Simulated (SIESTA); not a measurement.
Here is a SIESTA 5.4.2 calculation.

The input CsLiCr2Te2S3.fdf:

```
SystemName                      CsLiCr2Te2S3
SystemLabel                     CsLiCr2Te2S3
NumberOfSpecies                 5
NumberOfAtoms                   9
%block ChemicalSpeciesLabel
  1  55 Cs
  2   3 Li
  3  24 Cr
  4  52 Te
  5  16 S
%endblock ChemicalSpeciesLabel

LatticeConstant                 1.0 Ang
%block LatticeVectors
     3.4216200000    -5.1806900000     0.0078400000
     3.4216200000     5.1806900000     0.0078400000
    -2.9041100000     0.0000000000     7.4309300000
%endblock LatticeVectors
AtomicCoordinatesFormat         Fractional
%block AtomicCoordinatesAndAtomicSpecies
     0.0937400000     0.0937400000     0.0085300000  1  Cs
     0.5887500000     0.5887500000     0.5533600000  2  Li
     0.0564600000     0.4675500000     0.5579000000  3  Cr
     0.4675500000     0.0564600000     0.5579000000  3  Cr
     0.5648600000     0.8735700000     0.2903500000  4  Te
     0.8735700000     0.5648600000     0.2903500000  4  Te
     0.8115100000     0.3969700000     0.7334700000  5  S
     0.3969700000     0.8115100000     0.7334700000  5  S
     0.2140400000     0.2140400000     0.4837100000  5  S
%endblock AtomicCoordinatesAndAtomicSpecies

%block kgrid.MonkhorstPack
    5   0   0  0.0
    0   5   0  0.0
    0   0   4  0.0
%endblock kgrid.MonkhorstPack
XC.Functional                   GGA
XC.Authors                      BLYP
PAO.BasisSize                   DZP
PAO.EnergyShift                 0.003 Ry
Mesh.Cutoff                     800 Ry
Spin                            polarized
%block DM.InitSpin
    1   0.000
    2   0.000
    3   3.000
    4   3.000
    5   0.000
    6   0.000
    7   0.000
    8   0.000
    9   0.000
%endblock DM.InitSpin
OccupationFunction              FD
ElectronicTemperature           0.05 eV
MaxSCFIterations                200
SCF.MustConverge                false
SCF.Mixer.Method                Pulay
SCF.Mixer.Weight                0.1
SCF.Mixer.History               10
SCF.DM.Tolerance                5.0e-05
SCF.H.Tolerance                 1.0e-03 eV
WriteForces                     true
Charge.Mulliken                 end
BandLinesScale                  ReciprocalLatticeVectors
%block BandLines
    1    0.000000   0.000000   0.000000  \Gamma
   11   -0.359051  -0.359051   0.092014  Y
    4   -0.410671  -0.410671   0.424626  F
    6   -0.307432  -0.307432   0.759402  H
    9    0.000000   0.000000   0.500000  Z
   10   -0.500000   0.500000   0.500000  I
    3   -0.589329   0.410671   0.575374  F1
    1   -0.692568   0.307432   0.240598  H1
    4   -0.640949   0.359051  -0.092014  Y1
    5   -0.500000   0.500000   0.000000  X
   10    0.000000   0.000000   0.000000  \Gamma
    9   -0.500000   0.000000   0.000000  N
    1   -0.500000   0.000000   0.500000  M
   10    0.000000   0.000000   0.000000  \Gamma
%endblock BandLines
%block PAO.PolarizationScheme
  Li non-perturbative
%endblock PAO.PolarizationScheme
%block PAO.Basis
  Cs 5
  n=5 0 2
    4.715 0.000
  n=6 0 2
    9.500 0.000
  n=5 1 2
    5.784 0.000
  n=6 1 1
    9.500
  n=5 2 1
    7.000
  Li 3
  n=1 0 2
    2.782 0.000
  n=2 0 2
    9.500 0.000
  n=2 1 1
    9.500
  Cr 5
  n=3 0 2
    2.890 0.000
  n=4 0 2
    8.514 0.000
  n=3 1 2
    3.273 0.000
  n=4 1 1
    8.514
  n=3 2 2
    6.458 0.000
  Te 4
  n=5 0 2
    5.635 0.000
  n=5 1 2
    7.282 0.000
  n=4 2 2
    3.267 0.000
  n=5 2 1
    7.282
%endblock PAO.Basis
Diag.ParallelOverK              true
```

Potentials or basis: PseudoDojo 0.4 standard (PBE files), DZP (energy shift 0.003 Ry; two zetas on semicore shells; d shell added on Cs).

Run with:

```console
$ mpirun -n 4 siesta CsLiCr2Te2S3.fdf > CsLiCr2Te2S3.out 2>&1
```

(1) What does it give for the net moment?

(2) Estimate the site moments.

## Answers

(1) 4.01 μB per cell.

(2) Cs -0.03; Li -0.01; Cr +2.51; Te -0.35; S -0.10, -0.08 μB.

Caveat: only a ferromagnetic start was run, and an antiferromagnetic order may lie lower in energy.
